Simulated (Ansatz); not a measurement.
Here is an Ansatz 0.2.0 calculation.

The input input.yaml:

```yaml
crystal:
  lattice:
    - [3.96633, 0.0, 0.0]
    - [-1.98317, 3.43495, 0.0]
    - [0.0, 0.0, 10.02838]
  atoms:
    - { symbol: Cs, position: [0.0, 0.0, 0.0] }
    - { symbol: Li, position: [0.33333, 0.66667, 0.34863] }
    - { symbol: Li, position: [0.33333, 0.66667, 0.65137] }
hamiltonian:
  xc: revpbe
  pseudopotentials: { kind: paw }
kpoints:
  mp_grid: { grid: [8, 8, 3] }
scf:
  occupations: { method: fermi_dirac, width: 0.05 }
output:
  forces: true
  stress: true
  eigenvalues: true
relax:
  f_tol: 0.01
  max_steps: 40
  cell: { stress_tol: 0.05 }
```

Potentials or basis: Ansatz PAW.

Launch:

```console
$ ansatz run input.yaml --threads 2 --pin off --max-ram 5632MiB --backend cpu --events-out ev --progress --plain --runs-dir out
```

Question: Estimate the space group after relaxing (to 0.05 Å).

Answer: P-6m2 (No. 187).

Question: Predict the relaxed cell.

Answer: a = 4.126 Å, b = 4.126 Å, c = 10.132 Å, α = 90.00°, β = 90.00°, γ = 120.00°.

Question: What does it give for the band gap on the k mesh?

Answer: None (metal or under the smearing width).

The path:
```
step  energy change (eV)  largest force (eV/Å)  volume (Å³)
   1              0.0000                0.0169       136.63
   2             -0.0053                0.0080       139.15
   3             -0.0142                0.0111       148.11
   4             -0.0144                0.0096       149.41
   5             -0.0145                0.0096       149.41
```

Caveat: the plane-wave basis is chosen anew once the cell has moved, so the energies of steps on either side of that aren't comparable; the PAW data sets come from PBE, with cores solved anew for the run's functional, which leaves a small shift of forces and pressure. The run has no spin-orbit coupling, so splittings on Cs are missing.
